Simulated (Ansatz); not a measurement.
Runs of Ansatz 0.2.0 on TiSn. The structure is cubic, space group Fm-3m (No. 225). Conventional cell: a = 5.601 Å, b = 5.601 Å, c = 5.601 Å, α = 90.00°, β = 90.00°, γ = 90.00°. Around Ti (site symmetry m-3m) lie 6 Sn at 2.80 Å. Sn (site symmetry m-3m) has 6 Ti at 2.80 Å as nearest neighbours. The cell was built by a generator and needn't be a form met in nature.

```tsv
task	level	potentials or basis	k mesh	points for each segment of the path	mesh quality	gap on the mesh (eV)	pressure (GPa)
band structure	LDA	Ansatz PAW	5 × 5 × 5	14	coarse	none	-6.4
band structure	BLYP	Ansatz PAW	5 × 5 × 5	14	coarse	none	4.0
single point	PBE	Ansatz PAW	8 × 8 × 8	-	not flagged	none	0.0
band structure	revPBE	Ansatz PAW	5 × 5 × 5	14	coarse	none	(a)
```

Alike in all rows: no spin polarisation; cell as given; cutoff (eV) 420; smearing fermi-dirac 0.05 eV.

Question: Estimate the missing entries.

Answer: (a) 1.6.

Caveats: some runs use coarse meshes; the PAW data sets come from PBE, with cores solved anew for the run's functional, which leaves a small shift of forces and pressure (some runs); the potentials were made for another functional, which shifts forces and pressure (some runs).

A k mesh can miss the band edges, and the runs leave out spin-orbit coupling on Sn.

A gap of «none» marks a metal or a gap under the smearing width.

Not every run made on this cell is shown here.
